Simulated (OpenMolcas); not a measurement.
# One shape, several levels: triplet AlGeH4Cl

Wanted: a comparison of 6 runs (UHF/3-21G, U-r2SCAN/def2-SVP, U-revPBE/def2-SVP, UB3LYP/def2-SVP, UBLYP/def2-SVP, ROMP2/def2-SVP) of triplet AlGeH4Cl. 

Program for the calculation: OpenMolcas 26.06.

## (1) Starting point

The species is AlGeH4Cl (7 atoms), meant as a triplet with charge 0. As SMILES of the parent species, `[Cl][AlH][GeH3]`. The shape is that of a PBE0-D4/def2-TZVP optimisation. That shape belongs to the parent species and isn't relaxed for this state.

Bond lengths: Cl1–Al2 2.102 Å, Al2–Ge3 2.467 Å, Al2–H4 1.580 Å, Ge3–H5 1.540 Å, Ge3–H6 1.540 Å, Ge3–H7 1.540 Å. Angles: Cl1–Al2–Ge3 116.8°, Cl1–Al2–H4 116.5°, Ge3–Al2–H4 126.7°, Al2–Ge3–H5 111.0°, Al2–Ge3–H6 111.0°, Al2–Ge3–H7 112.3°, H5–Ge3–H6 107.2°, H5–Ge3–H7 107.6°, H6–Ge3–H7 107.6°.

## (2) A single-point energy at UHF/3-21G (run 1)

test.input reads:

```
* AlClGeH4 Hartree-Fock
&GATEWAY
BasLib
$CurrDir
Coord
7
angstrom
Cl      -2.499300      -1.527200      -0.126900
Al      -0.425400      -1.314700       0.144500
Ge       0.501100       0.959800      -0.093300
H        0.379500      -2.632000       0.480000
H        0.225700       1.522500      -1.499900
H       -0.144000       1.926400       0.916800
H        2.023700       0.997300       0.133100
Basis
3-21G
Group
NoSym
&SEWARD
&SCF
UHF
Spin
3
Thresholds
1e-10 1e-07 1e-07 1e-05
PrOrbitals
1 1
```

The basis set 3-21G is read from a file made from the Basis Set Exchange's data (not shown).

Command:

```console
export MOLCAS_MEM=1860
pymolcas test.input > test.log
```

The log of the run:

```text
--- Start Module: gateway ---
[...]
--- Stop Module: gateway /rc=_RC_ALL_IS_WELL_ ---
--- Start Module: seward ---
[...]
      Basis functions           56
--- Stop Module: seward /rc=_RC_ALL_IS_WELL_ ---
--- Start Module: scf ---
[...]
       Convergence after  23 Iterations
[...]
::    Total SCF energy                              -2765.4302550976
[...]
      Total spin, S                                     1.0018514902
[...]
      Total electronic charge=   66.000000
      Total            charge=   -0.000000
[...]
      Dipole Moment (debye):
      Origin of the operator (angstrom)=   -0.4241   -0.1151   -0.0529
                   X=  4.0019E+00               Y=  3.8958E+00               Z= -5.2067E-02           Total=  5.5853E+00
      Quadrupole Moment (debye*angstrom):
[...]
--- Stop Module: scf /rc=_RC_ALL_IS_WELL_ ---
[...]
```

Run time: 3.6 s. Hardware: 1 thread of Arm Neoverse V1, shared host; peak memory 0.39 GiB.

## (3) A single-point energy at U-r2SCAN/def2-SVP (run 2)

test.inp reads:

```
>>> EXPORT MOLCAS_PRINT=2

&GATEWAY
 BASLIB = $CurrDir
 COORD
 7
 bohr
 Cl    -4.72299250    -2.88598974    -0.23980625
 Al    -0.80388949    -2.48442294     0.27306543
 Ge     0.94694176     1.81375913    -0.17631145
 H      0.71715106    -4.97375916     0.90706854
 H      0.42651119     2.87710802    -2.83440021
 H     -0.27212056     3.64036841     1.73250091
 H      3.82423876     1.88462386     0.25152255
 BASIS = def2-SVP
 GROUP = NoSym

&SEWARD
 GRIDINPUT
 Grid=UltraFine
 End of Grid

&SCF
 UHF
 SPIN = 3
 KSDFT = 2
 1.0 MGGA_X_R2SCAN
 1.0 MGGA_C_R2SCAN
 THRESHOLDS = 1e-10 1e-07 1e-07 1e-05
 PRORBITALS = 1 1
```

The basis set def2-SVP is read from a file made from the Basis Set Exchange's data (not shown).

Command:

```console
export MOLCAS_MEM=1860
pymolcas test.inp > test.log
```

The log of the run:

```text
--- Start Module: gateway ---
[...]
--- Stop Module: gateway /rc=_RC_ALL_IS_WELL_ ---
--- Start Module: seward ---
[...]
      Basis functions           88
--- Stop Module: seward /rc=_RC_ALL_IS_WELL_ ---
[...]
--- Start Module: scf ---
[...]
       Convergence after  23 Iterations
[...]
::    Total KS-DFT energy                           -2781.4095376249
[...]
      Total spin, S                                     1.0015212731
[...]
      Total electronic charge=   66.000000
      Total            charge=   -0.000000
[...]
      Dipole Moment (debye):
      Origin of the operator (angstrom)=   -0.4241   -0.1151   -0.0529
                   X=  1.7881E+00               Y=  1.9851E+00               Z= -6.4076E-02           Total=  2.6725E+00
      Quadrupole Moment (debye*angstrom):
[...]
--- Stop Module: scf /rc=_RC_ALL_IS_WELL_ ---
[...]
```

Wall time 68 s (1 thread of Arm Neoverse V1, shared host); peak memory 0.48 GiB.

## (4) The energy at U-revPBE/def2-SVP (run 3)

input.xyz reads:

```xyz
7

Cl    -2.499300    -1.527200    -0.126900
Al    -0.425400    -1.314700     0.144500
Ge     0.501100     0.959800    -0.093300
H      0.379500    -2.632000     0.480000
H      0.225700     1.522500    -1.499900
H     -0.144000     1.926400     0.916800
H      2.023700     0.997300     0.133100
```

job.input reads:

```
&GATEWAY
BasLib=$CurrDir
Coord=input.xyz
Basis=def2-SVP
Group=NoSym
&SEWARD
GridInput
Grid=UltraFine
End of Grid
&SCF
UHF
Spin=3
KSDFT=revPBE
Thresholds=1e-10 1e-07 1e-07 1e-05
PrOrbitals=0
```

The basis set def2-SVP is read from a file made from the Basis Set Exchange's data (not shown).

Command:

```console
export MOLCAS_MEM=1860
pymolcas job.input > job.log
```

The log of the run:

```text
--- Start Module: gateway ---
[...]
--- Stop Module: gateway /rc=_RC_ALL_IS_WELL_ ---
--- Start Module: seward ---
[...]
      Basis functions           88
--- Stop Module: seward /rc=_RC_ALL_IS_WELL_ ---
[...]
--- Start Module: scf ---
[...]
       Convergence after  24 Iterations
[...]
::    Total KS-DFT energy                           -2781.1717804728
[...]
      Total spin, S                                     1.0008244497
[...]
      Total electronic charge=   66.000000
      Total            charge=   -0.000000
[...]
      Dipole Moment (debye):
      Origin of the operator (angstrom)=   -0.4241   -0.1151   -0.0529
                   X=  1.4912E+00               Y=  1.7381E+00               Z= -6.7188E-02           Total=  2.2912E+00
      Quadrupole Moment (debye*angstrom):
[...]
--- Stop Module: scf /rc=_RC_ALL_IS_WELL_ ---
[...]
```

It took 46 s on 1 thread of Arm Neoverse V1, shared host; peak memory 0.48 GiB.

Runs 4 to 5 aren't shown in full; the table further down has their settings and results.

## (5) A single-point energy at ROMP2/def2-SVP (run 6)

run.inp reads:

```
* AlClGeH4 ROMP2

&GATEWAY
  BasLib=$CurrDir
  Coord
  7
  bohr
  Cl    -4.72299250    -2.88598974    -0.23980625
  Al    -0.80388949    -2.48442294     0.27306543
  Ge     0.94694176     1.81375913    -0.17631145
  H      0.71715106    -4.97375916     0.90706854
  H      0.42651119     2.87710802    -2.83440021
  H     -0.27212056     3.64036841     1.73250091
  H      3.82423876     1.88462386     0.25152255
  Basis=def2-SVP
  Group=NoSym

&SEWARD

&SCF
  UHF
  Spin=3
  Thresholds=1e-10 1e-07 1e-07 1e-05
  PrOrbitals=1 1

&RASSCF
  FileOrb=$Project.UnaOrb
  Spin=3
  Nactel=2 0 0
  Inactive=32
  Ras2=2
  OutOrbitals=Canonical
  OrbListing=Few

&CASPT2
  IPEA=0.0
  Frozen=19
```

The basis set def2-SVP is read from a file made from the Basis Set Exchange's data (not shown).

Command:

```console
export MOLCAS_MEM=1860
pymolcas run.inp > run.log
```

The log of the run:

```text
--- Start Module: gateway ---
[...]
--- Stop Module: gateway /rc=_RC_ALL_IS_WELL_ ---
[...]
      Basis functions           88
[...]
       Convergence after  24 Iterations
[...]
::    Total SCF energy                              -2778.5418220144
[...]
      Total spin, S                                     1.0023837802
[...]
--- Start Module: rasscf ---
[...]
      Number of active orbitals                  2
[...]
      Spin quantum number                      1.0
[...]
      Active orbitals                            2
[...]
      Number of CSFs                             1
[...]
      Number of root(s) required                 1
[...]
      Convergence after  9 iterations
[...]
      printout of CI-coefficients larger than  0.05 for root  1
      energy=   -2778.539581
      conf/sym  11     Coeff  Weight
             1  uu   1.00000 1.00000
      Natural orbitals and occupation numbers for root  1
      sym 1:   1.000000   1.000000
      ************************************************************************************************************************
      *                                                    Final results                                                     *
[...]
::    RASSCF root number  1 Total energy:  -2778.53958058
[...]
      Total electronic charge=   66.000000
      Total            charge=   -0.000000
[...]
      Dipole Moment (debye):
      Origin of the operator (angstrom)=   -0.4241   -0.1151   -0.0529
                   X=  2.7042E+00               Y=  3.2341E+00               Z= -1.3538E-01           Total=  4.2179E+00
      Quadrupole Moment (debye*angstrom):
[...]
--- Stop Module: rasscf /rc=_RC_ALL_IS_WELL_ ---
[...]
--- Start Module: caspt2 ---
[...]
 ###    WARNING: User changed nr of frozen orbitals.                         ###
 ###############################################################################
[...]
      E2 (Variational):          -0.4275162563
      Total energy:           -2778.9670968379
[...]
      Reference weight:           0.86652
[...]
::    CASPT2 Root  1     Total energy:  -2778.96709684
[...]
--- Stop Module: caspt2 /rc=_RC_ALL_IS_WELL_ ---
[...]
```

Wall time 17 s (1 thread of Arm Neoverse V1, shared host); peak memory 0.48 GiB.

## (6) Overview of the runs

```tsv
run	level	integration grid	frozen core orbitals	energy (Eh)	dipole moment (D)	HOMO energy (eV)	⟨S²⟩	wall time
1	UHF/3-21G	–	–	-2765.430255	5.59	-5.98	2.006	3.6 s
2	U-r2SCAN/def2-SVP	UltraFine	–	-2781.409538	2.67	-3.40	2.005	68 s
3	U-revPBE/def2-SVP	UltraFine	–	-2781.171780	2.29	-3.12	2.002	46 s
4	UB3LYP/def2-SVP	UltraFine	–	-2781.546382	2.56	-3.63	2.003	45 s
5	UBLYP/def2-SVP	UltraFine	–	-2781.504520	2.01	-2.80	2.002	51 s
6	ROMP2/def2-SVP	–	19	-2778.967097	–	–	–	17 s
```

## (7) Summary of results

```
           quantity           value
run 6: total energy  -2778.96710 Eh
```

What this shows: Over runs 1, 2, 3, 4, 5 the dipole moment (its size) runs from 2.01 D (UBLYP/def2-SVP) to 5.59 D (UHF/3-21G). The two ends differ in method and basis. Totals of different functionals can't be ranked against each other. All runs together took 3.8 min, the longest 68 s.
